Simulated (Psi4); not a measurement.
**CH3NSn (SMILES N#[C][SnH3]) at TPSS/def2-SV(P) (core potential, sweep point 1)**

Aim: the energy change on altering one bond length of CH3NSn at TPSS/def2-SV(P) (core potential, sweep point 1), from 2 runs. 

Program for the calculation: Psi4 1.11.

### Step 1. The system as given

CH3NSn has 6 atoms, charge 0, and is taken as a singlet. As SMILES, `N#[C][SnH3]`. The coordinates come from a PBE0-D4/def2-TZVP relaxation.

Bond lengths: N1–C2 1.152 Å, C2–Sn3 2.112 Å, Sn3–H4 1.695 Å, Sn3–H5 1.695 Å, Sn3–H6 1.695 Å. Angles: N1–C2–Sn3 179.8°, C2–Sn3–H4 106.1°, C2–Sn3–H5 106.0°, C2–Sn3–H6 106.1°, H4–Sn3–H5 112.7°, H4–Sn3–H6 112.6°, H5–Sn3–H6 112.6°.

### Step 2. The energy at TPSS/def2-SV(P) (core potential, sweep point 1)

File job.dat:

```
memory 1.6 GB

molecule system {
  0 1
  N      2.057000    -0.924700     1.310700
  C      1.149600    -0.518100     0.728500
  Sn    -0.513900     0.221600    -0.342800
  H     -0.145000     1.830100    -0.731400
  H     -0.663700    -0.763700    -1.714300
  H     -1.841900     0.090700     0.703000
  symmetry c1
}

set {
  reference rks
  puream true
  scf_type pk
  dft_radial_points 99
  dft_spherical_points 590
}

energy("tpss/def2-SV(P)")
print_variables()
```

On the command line:

```
$ psi4 job.dat job.out -n 1
```

job.out:

```text
[...]
    !!!  WARNING: ECP capability is in beta. Please check occupations closely.  !!!
[...]
  Running in c1 symmetry.
[...]
  Nuclear repulsion =  104.330604119022212
[...]
  Multiplicity = 1
[...]
  Nalpha       = 19
  Nbeta        = 19
[...]
    Number of basis functions: 60
[...]
   @RKS iter   1:  -308.60373371840302   -1.39771e+00   8.52880e-03 ADIIS/DIIS
[...]
   @RKS iter   8:  -308.76581277042294   -2.72940e-07   6.81552e-07 DIIS
[...]
    Orbital Energies [Eh]
    ---------------------
    Doubly Occupied:
       1A    -14.109224     2A    -10.017211     3A     -4.964489
       4A     -3.338130     5A     -3.334862     6A     -3.334861
       7A     -0.983639     8A     -0.980353     9A     -0.980352
      10A     -0.976687    11A     -0.976685    12A     -0.823312
      13A     -0.533845    14A     -0.395225    15A     -0.338139
      16A     -0.338124    17A     -0.301778    18A     -0.301530
      19A     -0.301514
[...]
  @RKS Final Energy:  -308.76581277042294
   => Energetics <=
    Nuclear Repulsion Energy =            104.3306041190222118
    One-Electron Energy =                -710.1462293553121299
    Two-Electron Energy =                 328.3788440592805387
    DFT Exchange-Correlation Energy =     -31.3290315934136387
    Empirical Dispersion Energy =           0.0000000000000000
    VV10 Nonlocal Energy =                  0.0000000000000000
    Total Energy =                       -308.7658127704229400
[...]
 Multipole Moments:
 ------------------------------------------------------------------------------------
     Multipole            Electronic (a.u.)      Nuclear  (a.u.)        Total (a.u.)
 ------------------------------------------------------------------------------------
 L = 1.  Multiply by 2.5417464519 to convert [e a0] to [Debye]
 Dipole X            :        -25.5462966           24.3291123           -1.2171842
 Dipole Y            :         11.3823991          -10.8395568            0.5428423
 Dipole Z            :        -16.4366664           15.6537593           -0.7829070
 Magnitude           :                                                    1.5456903
[...]
```

Run time: 19 s. Hardware: 1 thread of AMD EPYC 7B13 (Zen 3), shared host; peak memory 0.86 GiB.

### Step 3. The distorted shape, same level

File calc.inp:

```
memory 1600 MB

molecule mol {
  0 1
  N      3.119370    -0.819983     0.474084
  C      2.211970    -0.413383    -0.108116
  Sn     0.548470     0.326317    -1.179416
  H      0.917370     1.934817    -1.568016
  H      0.398670    -0.658983    -2.550916
  H     -1.841900     0.090700     0.703000
  symmetry c1
}

set basis def2-SV(P)
set puream true
set scf_type pk
set dft_radial_points 99
set dft_spherical_points 590

energy('tpss')
```

On the command line:

```
$ psi4 -n 1 calc.inp calc.out
```

calc.out:

```text
[...]
    !!!  WARNING: ECP capability is in beta. Please check occupations closely.  !!!
[...]
  Running in c1 symmetry.
[...]
  Nuclear repulsion =  100.713717068760801
[...]
  Multiplicity = 1
[...]
  Nalpha       = 19
  Nbeta        = 19
[...]
    Number of basis functions: 60
[...]
   @RKS iter   1:  -308.28011647944254   -1.18712e+00   1.02794e-02 DIIS/ADIIS
[...]
   @RKS iter  13:  -308.65554837910582   -2.01803e-08   3.11707e-07 DIIS
[...]
    Orbital Energies [Eh]
    ---------------------
    Doubly Occupied:
       1A    -14.123782     2A    -10.031669     3A     -4.987794
       4A     -3.361332     5A     -3.359333     6A     -3.356770
       7A     -1.004982     8A     -1.002218     9A     -1.001856
      10A     -0.999111    11A     -0.998790    12A     -0.837269
      13A     -0.538742    14A     -0.404209    15A     -0.353854
      16A     -0.325017    17A     -0.315081    18A     -0.314738
      19A     -0.248264
[...]
  @RKS Final Energy:  -308.65554837910582
   => Energetics <=
    Nuclear Repulsion Energy =            100.7137170687608005
    One-Electron Energy =                -702.3150628740202137
    Two-Electron Energy =                 324.1371579531148654
    DFT Exchange-Correlation Energy =     -31.1913605269613115
    Empirical Dispersion Energy =           0.0000000000000000
    VV10 Nonlocal Energy =                  0.0000000000000000
    Total Energy =                       -308.6555483791058236
[...]
 Multipole Moments:
 ------------------------------------------------------------------------------------
     Multipole            Electronic (a.u.)      Nuclear  (a.u.)        Total (a.u.)
 ------------------------------------------------------------------------------------
 L = 1.  Multiply by 2.5417464519 to convert [e a0] to [Debye]
 Dipole X            :        -23.4321178           22.8377797           -0.5943381
 Dipole Y            :         11.5444652          -10.9865563            0.5579089
 Dipole Z            :        -17.9799348           16.8281833           -1.1517516
 Magnitude           :                                                    1.4110393
[...]
```

It took 26 s on 1 thread of AMD EPYC 7B13 (Zen 3), shared host; peak memory 0.83 GiB.

### Step 4. Summary of results

Level: TPSS/def2-SV(P) (core potential, sweep point 1).

| quantity | value |
| --- | --- |
| first shape: total energy | -308.76581 Eh |
| first shape: dipole moment | 3.93 D |
| first shape: HOMO energy | -8.20 eV |
| first shape: LUMO energy | -0.89 eV |
| first shape: HOMO–LUMO gap | 7.31 eV |
| distorted shape: total energy | -308.65555 Eh |
| distorted shape: dipole moment | 3.59 D |
| distorted shape: HOMO energy | -6.76 eV |
| distorted shape: LUMO energy | -4.68 eV |
| distorted shape: HOMO–LUMO gap | 2.07 eV |
| energy change with the Sn3–H6 bond stretched from 1.695 to 3.052 Å | 3.000 eV |

**Reading.** One bond (distorted shape) is far stretched, which a spin-restricted single reference describes badly; a broken-symmetry solution may lie lower. With the Sn3–H6 bond stretched from 1.695 to 3.052 Å the energy rises by 3.00 eV (69 kcal/mol). The first shape isn't relaxed at this level, so the change isn't measured from a minimum. A restricted reference can't describe the breaking bond well at this length.
